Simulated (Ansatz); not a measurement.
This script drives Ansatz 0.2.0 through its Python package.

Script `ch6alfn2.py`:
```python
"""CH6AlFN2 at several levels of theory."""

from pathlib import Path

import ansatz as az
import numpy as np

GEOMETRY = """
C    -0.76090   -1.31880    0.69050
N    -0.74550   -0.68670   -0.65560
Al    0.03030    1.06270   -0.59280
N     1.93180    1.26940    0.04250
F    -0.87440    2.50190   -1.10970
H    -1.28970   -2.25710    0.61180
H    -1.38570   -0.63680    1.36910
H     0.25150   -1.39510    1.08540
H    -1.71740   -0.53460   -0.95370
H     2.22040    0.29910    0.26330
H     2.40480    1.63900   -0.73020
"""

molecule = az.Crystal.molecule()
for line in GEOMETRY.strip().splitlines():
    symbol, *xyz = line.split()
    molecule = molecule.atom(symbol, [float(v) for v in xyz])

calc = molecule.calculation().basis(gaussian="cc-pVDZ")

print("functional    E (Ha)        dipole (D)   HOMO (eV)  LUMO (eV)")
for name in ["pbe0", "r2scan0", "revpbe", "hf", "blyp", "hse06"]:
    r = calc.functional(name).forces().orbitals().run(runs_dir="runs").report
    lines = Path(r["orbitals_path"]).read_text().splitlines()
    field_of = lambda key: [line.split("=")[1].strip() for line in lines if line.startswith(key)]
    orbitals = [(27.211386 * float(e), s, float(n)) for e, s, n in zip(field_of("Ene="), field_of("Spin="), field_of("Occup="))]
    homo = max(e for e, _, n in orbitals if n > 0.5)
    lumo = min(e for e, _, n in orbitals if n < 0.5)
    dipole = 4.803205 * np.linalg.norm(r["charge_distribution"]["dipole_moment_e_ang"])
    print(f"{name:10s} {r['free_energy_ev'] / 27.211386246:14.6f} {dipole:9.3f} {homo:11.3f} {lumo:10.3f}")
```

It is started by `python ch6alfn2.py`. How long does it take on 1 thread of Arm Neoverse V2 (shared host), and how much memory does it need?

It took about 22 s, with a peak of 0.29 GiB, for 6 runs of the engine.

Running `python ch6alfn2.py` prints:
```text
functional    E (Ha)        dipole (D)   HOMO (eV)  LUMO (eV)
pbe0          -493.198870     2.121      -6.847     -0.781
r2scan0       -493.396567     2.142      -7.048     -0.558
revpbe        -493.453101     2.023      -5.363     -1.525
hf            -491.710419     2.242     -10.374      2.404
blyp          -493.513319     2.030      -5.244     -1.548
hse06         -493.181106     2.123      -6.441     -1.156
```

Reading the output:
- Total energies depend on the basis set; only differences at equal settings carry meaning.
- The geometry is a force-field or estimated start, not a minimum of this method, and the basis set is short of its limit. A lower total doesn't mark the better method: functionals have no common bound, and MP2 and coupled cluster aren't variational.
- Levels such as HOMO and LUMO are orbital energies: with these approximate functionals they aren't the ionisation energy and electron affinity, and their gap isn't the fundamental gap.
- For Al to Cl the sets with a tight d function, cc-pV(X+d)Z, are usual.
- hse06 follows the composition of plane-wave codes, whose totals differ by tens of mHa, up to about 0.1 Ha, from the form usual in Gaussian-basis programs (wpbeh).

(Lines on the test bed's own set-up are left out of the output.)
